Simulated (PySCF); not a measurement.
# GeB+: from the state search to spectroscopic constants

What are the lowest state that PBE0 finds, the bond length, vibrational wavenumber and bond energy of GeB+, and how much do these hang on the method?

The runs use PySCF 2.14.0; Ge jorge-DZP-DKH, B jorge-DZP-DKH, spin-free X2C with a Gaussian nucleus.

## 1. The job

The job is set up so:

```
atoms                         : Ge, B
charge                        : 1
basis                         : Ge jorge-DZP-DKH, B jorge-DZP-DKH
Hamiltonian                   : spin-free X2C with a Gaussian nucleus
basis functions               : 58
electrons treated             : 36
masses in u                   : 73.9212, 11.0093
levels                        : PBE0, PBE, r²SCAN, MN15, M06-L, LDA, CAM-B3LYP, HF, MP2, SCS-MP2, CCSD, CCSD(T)
grid                          : 80 radial by 434 angular points
occupations                   : held fixed by the projection of orbital angular momentum
dissociation limit            : Ge+ + B, each in its ground configuration
starting distance in angstrom : 2.075
values of 2S to try           : 0, 2
```

Started as:

```bash
$ OMP_NUM_THREADS=1 python dia.py task.json out
```

The runs that follow: PBE0 along the bond; Higher solutions at PBE0; PBE (GGA); r²SCAN; MN15 (hybrid meta-GGA); M06-L (meta-GGA); LDA; CAM-B3LYP; UHF (mean field); Adding correlation.

Q: Predict the outcome of this session. Wanted: for each run, Re; ωe; De; μ.

**Answer**, as computed:

Lowest PBE0 solution found, without spin–orbit coupling: ³Π (triplet), unpaired electrons σ ↑, π ↑. State 2 has its PBE0 minimum 0.19 eV higher, as a spin-mixed determinant (⟨S²⟩ = 1.01), so this is no gap between pure states. State 3 has its PBE0 minimum 0.27 eV higher. State 4 has its PBE0 minimum 0.52 eV higher, as a spin-mixed determinant (⟨S²⟩ = 1.00), so this is no gap between pure states. The other levels ran on the lowest alone.

```csv
level,Re (Å),ωe (cm⁻¹),De (eV),μ (D)
UHF-CCSD,2.184,435,1.83,n/a
UHF-CCSD(T),2.178,453,1.92,n/a
LDA,2.159,480,3.11,1.76
PBE,2.194,450,2.67,1.75
r²SCAN,2.156,483,2.68,2.01
M06-L,2.154,499,2.61,1.80
PBE0,2.163,470,2.44,1.89
MN15,2.180,435,2.43,2.18
CAM-B3LYP,2.150,473,2.19,1.89
```

De is counted to Ge+ + B in their ground configurations. A positive dipole points from Ge to B; in an ion it is taken about the centre of mass and does not tell which atom is negative. No constants: UHF (fits of two degrees disagree); UHF-MP2 (the points don't follow one smooth fit); UHF-SCS-MP2 (the points don't follow one smooth fit).

Differences from CCSD(T) in the same basis:

```csv
level,Re (mÅ),ωe (%)
UHF-CCSD,+6,-3.9
LDA,-19,+6.0
PBE,+16,-0.6
r²SCAN,-22,+6.8
M06-L,-23,+10.2
PBE0,-15,+3.9
MN15,+2,-3.9
CAM-B3LYP,-28,+4.4
```

Against CCSD(T) in the same basis, the bond length is nearest at MN15 (+2 mÅ) and farthest at CAM-B3LYP (-28 mÅ); the wavenumber is nearest at PBE (-0.6 %) and farthest at M06-L (+10.2 %). PBE has the long and soft bond that GGAs tend to give. CCSD(T) in a basis this small is itself some way from its limit, more so than the functionals. Of the levels with a De here, UHF-CCSD gives the least (1.83 eV) and LDA the most (3.11 eV).

Correlated steps freeze 10 core orbitals.
